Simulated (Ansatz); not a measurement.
**C₂H₈BN: a ladder of functionals and wavefunction methods**

Aim: compute C₂H₈BN with functionals from several rungs and with coupled cluster. The yardstick is the atomisation energy at the CCSD(T) limit.

Computed with Ansatz 0.2.0, Gaussian basis. Level: functionals in def2-TZVPP, the program's frozen cores in correlated methods.

Levels to be run: LDA (SPW92), PBE-D4, revPBE-D4, BLYP-D4, r2SCAN-D4, B97M-V, PBE0-D4, B3LYP-D4, r2SCANh-D4, r2SCAN0-D4, HSE06-D4, BHLYP-D4, CAM-B3LYP-D4, LC-ωPBE, ωB97X-V, ωB97M-V, B2PLYP, PBE-QIDH; CCSD(T)/def2-SVP; CCSD(T)/def2-TZVPP; MP2/def2-QZVPP; extrapolation to the limit; RPA on PBE.

## (1) The geometry

All runs share one geometry, relaxed beforehand with PBE0-D4 in a triple-zeta def2 set.

SMILES `CB(C)N`, 12 atoms, charge 0, spin multiplicity 1.

Atoms are counted from 1 here; the program's logs count them from 0.

Bond lengths: C1–B2 1.578 Å, C1–H5 1.094 Å, C1–H6 1.095 Å, C1–H7 1.095 Å, B2–C3 1.578 Å, B2–N4 1.398 Å, C3–H8 1.095 Å, C3–H9 1.094 Å, C3–H10 1.095 Å, N4–H11 1.006 Å, N4–H12 1.006 Å. Angles: B2–C1–H5 114.2°, B2–C1–H6 110.6°, B2–C1–H7 110.6°, H5–C1–H6 107.7°, H5–C1–H7 107.7°, H6–C1–H7 105.6°, C1–B2–C3 120.8°, C1–B2–N4 119.6°, C3–B2–N4 119.6°, B2–C3–H8 110.6°, B2–C3–H9 114.2°, B2–C3–H10 110.6°, H8–C3–H9 107.7°, H8–C3–H10 105.6°, H9–C3–H10 107.7°, B2–N4–H11 123.1°, B2–N4–H12 123.1°, H11–N4–H12 113.7°.

## (2) LDA

This LDA is Slater exchange with PW92 correlation.

File in.yaml:

```yaml
crystal:
  periodic: [false, false, false]
  atoms:
    - {symbol: C, position_ang: [-0.719391, 1.135685, -0.631435]}
    - {symbol: B, position_ang: [-0.038834, -0.173361, -0.072192]}
    - {symbol: C, position_ang: [1.011828, -0.099287, 1.102606]}
    - {symbol: N, position_ang: [-0.370977, -1.414202, -0.624306]}
    - {symbol: H, position_ang: [-1.430053, 0.959671, -1.443671]}
    - {symbol: H, position_ang: [-1.250711, 1.665147, 0.166822]}
    - {symbol: H, position_ang: [0.037810, 1.837254, -0.997949]}
    - {symbol: H, position_ang: [0.569470, 0.371822, 1.987016]}
    - {symbol: H, position_ang: [1.412019, -1.070010, 1.408070]}
    - {symbol: H, position_ang: [1.858737, 0.536274, 0.821922]}
    - {symbol: H, position_ang: [-1.032395, -1.523021, -1.374036]}
    - {symbol: H, position_ang: [0.029498, -2.281171, -0.309046]}
basis:
  gaussian: {orbitals: def2-TZVPP}
hamiltonian: {xc: lda}
output: {orbitals: {seedname: orbitals}}
```

Further steps of the session: PBE-D4 (GGA); revPBE-D4 (GGA); BLYP-D4 (GGA); r2SCAN-D4 (meta-GGA); B97M-V (meta-GGA); PBE0-D4 (hybrid); B3LYP-D4 (hybrid); r2SCANh-D4 (hybrid); r2SCAN0-D4 (hybrid); HSE06-D4 (hybrid); BHLYP-D4 (hybrid); CAM-B3LYP-D4 (range-separated); LC-ωPBE-D4 (range-separated); ωB97X-V (range-separated); ωB97M-V (range-separated); B2PLYP (double hybrid); PBE-QIDH (double hybrid); CCSD(T) in def2-SVP; CCSD(T) in def2-TZVPP; MP2 in def2-QZVPP; RPA on PBE orbitals.

Q: Predict the results of all the runs planned. Wanted: atomisation energy, CCSD(T)/CBS; farthest beyond LDA; mean size of error, GGA; mean size of error, meta-GGA; mean size of error, hybrid; mean size of error, range-separated; mean size of error, double hybrid; gap, smallest and largest; T1 diagnostic.

**Answer**, as computed:

| quantity | value |
| --- | --- |
| atomisation energy, CCSD(T)/CBS | 1110.1 kcal/mol |
| functionals within 5.6 kcal/mol (0.5 %) | revPBE-D4, BLYP-D4, r2SCAN-D4, r2SCANh-D4, r2SCAN0-D4, LC-ωPBE, ωB97X-V, B2PLYP, PBE-QIDH |
| farthest beyond LDA | PBE-D4 (+21.7 kcal/mol) |
| mean size of error, GGA | 9.0 kcal/mol |
| mean size of error, meta-GGA | 5.9 kcal/mol |
| mean size of error, hybrid | 8.0 kcal/mol |
| mean size of error, range-separated | 6.7 kcal/mol |
| mean size of error, double hybrid | 3.1 kcal/mol |
| gap, smallest and largest | 6.62 eV (BLYP-D4), 13.73 eV (LC-ωPBE) |
| T1 diagnostic | 0.0105 |
| triples share of the correlation energy | 3.6 % |

What this shows: LDA overbinds by 145.4 kcal/mol (13 %). PBE-D4 misses by +21.7 kcal/mol. Double hybrids carry the basis error of their MP2 part in triple zeta, and no dispersion term here, so their miss is partly the set-up's. Taken by rung, double hybrid functionals do best (3.1 kcal/mol on average) and GGA ones worst beyond LDA (9.0 kcal/mol). The reference freezes the cores and leaves out relativity and excitations past (T), so misses under about 5.6 kcal/mol can't be ranked. Hartree-Fock recovers 76 % of the binding; the rest is correlation. CCSD(T) in def2-SVP is off by -47.7 kcal/mol, more than most functionals: a good method in a small basis is no reference. The gap grows from 6.6 to 13.7 eV across the functionals, mostly with the share of exact exchange.
